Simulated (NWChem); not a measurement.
# Plane-wave run on LiCl (space group Fm-3m)

```
CELL_PARAMETERS angstrom
      0.00000     2.54212     2.54212
      2.54212     0.00000     2.54212
      2.54212     2.54212     0.00000
ATOMIC_POSITIONS crystal
  Li 0.00000 0.00000 0.00000
  Cl 0.50000 0.50000 0.50000
```

The numbers come from NWChem runs, not from measurements. Origin of the cell: Materials Project cell, not relaxed here.

Norm-conserving pseudopotentials with valence charges Li 1, Cl 7, fixed occupations, no spin-orbit coupling, density cut at twice the wavefunction cutoff.

Level: PBE, Troullier-Martins, cutoff 30 Ha, density from a 4×4×4 mesh. Bands run along Γ–X–U|K–Γ–L–W–X with k in units of the cell's reciprocal vectors.

Task: Give the band energies at the labelled points, in eV from the valence-band top.

Result: 
```
point                  k  band 1  band 2  band 3  band 4  band 5  band 6
-----  -----------------  ------  ------  ------  ------  ------  ------
Γ      0.000 0.000 0.000  -13.51    0.00    0.00    0.00    6.35   11.84
X      0.500 0.000 0.500  -12.63   -3.01   -1.16   -1.16    7.78    8.25
U      0.625 0.250 0.625  -12.66   -2.59   -1.86   -0.87    8.00    9.93
K      0.375 0.375 0.750  -12.66   -2.59   -1.86   -0.87    8.00    9.93
L      0.500 0.500 0.500  -12.89   -2.93   -0.27   -0.27    6.71    9.36
W      0.500 0.250 0.750  -12.63   -2.21   -2.21   -1.11    9.48   10.03
```
Bands up to 4 are filled.
